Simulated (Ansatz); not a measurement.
**C4H8Sn: one species, many methods**

One table from this session's results is given with a row withheld; the runs are named, their logs left out.

Program: Ansatz 0.2.0, Gaussian basis. Level of theory: functionals in def2-TZVPP, the program's frozen cores in correlated methods. These are calculated values, not measurements.

Levels to be run: PBE-D4, r2SCAN-D4, PBE0-D4, B3LYP-D4, ωB97X-V, ωB97M-V, B2PLYP; CCSD(T)/def2-TZVPP; MP2/def2-QZVPP; extrapolation to the limit.

### The relaxed structure

All runs share one geometry, relaxed beforehand with PBE0-D4 in a triple-zeta def2 set. Sn takes the def2 core potential; no spin-orbit term is included.

13 atoms, charge 0, spin multiplicity 1.

Atoms are counted from 1 here; the program's logs count them from 0.

Bond lengths: C1–C2 1.328 Å, C1–H6 1.087 Å, C1–H7 1.088 Å, C2–Sn3 2.128 Å, C2–H8 1.088 Å, Sn3–C4 2.125 Å, Sn3–H9 1.712 Å, Sn3–H10 1.712 Å, C4–C5 1.328 Å, C4–H11 1.088 Å, C5–H12 1.088 Å, C5–H13 1.087 Å. Angles: C2–C1–H6 122.2°, C2–C1–H7 121.9°, H6–C1–H7 115.9°, C1–C2–Sn3 121.9°, C1–C2–H8 118.9°, Sn3–C2–H8 119.2°, C2–Sn3–C4 107.8°, C2–Sn3–H9 109.6°, C2–Sn3–H10 111.1°, C4–Sn3–H9 111.2°, C4–Sn3–H10 107.9°, H9–Sn3–H10 109.3°, Sn3–C4–C5 122.8°, Sn3–C4–H11 118.6°, C5–C4–H11 118.6°, C4–C5–H12 122.0°, C4–C5–H13 122.3°, H12–C5–H13 115.8°.

Set-up of the first run:

in.yaml

```yaml
crystal:
  periodic: [false, false, false]
  atoms:
    - {symbol: C, position_ang: [-1.067739, 1.917770, 0.557542]}
    - {symbol: C, position_ang: [-0.212271, 1.345552, 1.396219]}
    - {symbol: Sn, position_ang: [0.758868, -0.490637, 0.932943]}
    - {symbol: C, position_ang: [-0.184062, -1.306054, -0.788465]}
    - {symbol: C, position_ang: [0.415322, -1.379090, -1.971196]}
    - {symbol: H, position_ang: [-1.311563, 1.481277, -0.407830]}
    - {symbol: H, position_ang: [-1.565674, 2.855506, 0.794432]}
    - {symbol: H, position_ang: [-0.007008, 1.829947, 2.348372]}
    - {symbol: H, position_ang: [0.639913, -1.556375, 2.266998]}
    - {symbol: H, position_ang: [2.409662, -0.235924, 0.558088]}
    - {symbol: H, position_ang: [-1.205622, -1.670097, -0.699158]}
    - {symbol: H, position_ang: [-0.083860, -1.791425, -2.845467]}
    - {symbol: H, position_ang: [1.434534, -1.035347, -2.127577]}
basis:
  gaussian: {orbitals: def2-TZVPP}
hamiltonian: {xc: pbe, dispersion: d4}
output: {forces: true, orbitals: {seedname: orbitals}}
```

Started as:

```bash
$ ansatz run in.yaml --threads 2 --pin off --events-out ev --progress --plain --max-ram 22528MiB --backend cuda --devices 0, --max-vram 18GiB
```

Steps of the session up to this table: PBE-D4 (GGA); r2SCAN-D4 (meta-GGA); PBE0-D4 (hybrid); B3LYP-D4 (hybrid); ωB97X-V (range-separated); ωB97M-V (range-separated); B2PLYP (double hybrid); CCSD(T) in def2-TZVPP; MP2 in def2-QZVPP.

One table of the session follows, with a row left open; its other results are not shown here.

```
            method  atomisation energy (kJ/mol)
            PBE-D4                            ?
         r2SCAN-D4                       4815.9
           PBE0-D4                       4830.9
          B3LYP-D4                       4814.8
           ωB97X-V                       4821.9
           ωB97M-V                       4820.1
            B2PLYP                       4763.5
     HF/def2-TZVPP                       3553.1
    MP2/def2-TZVPP                       4748.8
   CCSD/def2-TZVPP                       4646.5
CCSD(T)/def2-TZVPP                       4721.1
           MP2/CBS                       4858.0
       CCSD(T)/CBS                       4830.3
```

**Question.** Estimate the row for PBE-D4.

As computed: atomisation energy (kJ/mol): 4901.5. In the column «atomisation energy (kJ/mol)» it is the highest.
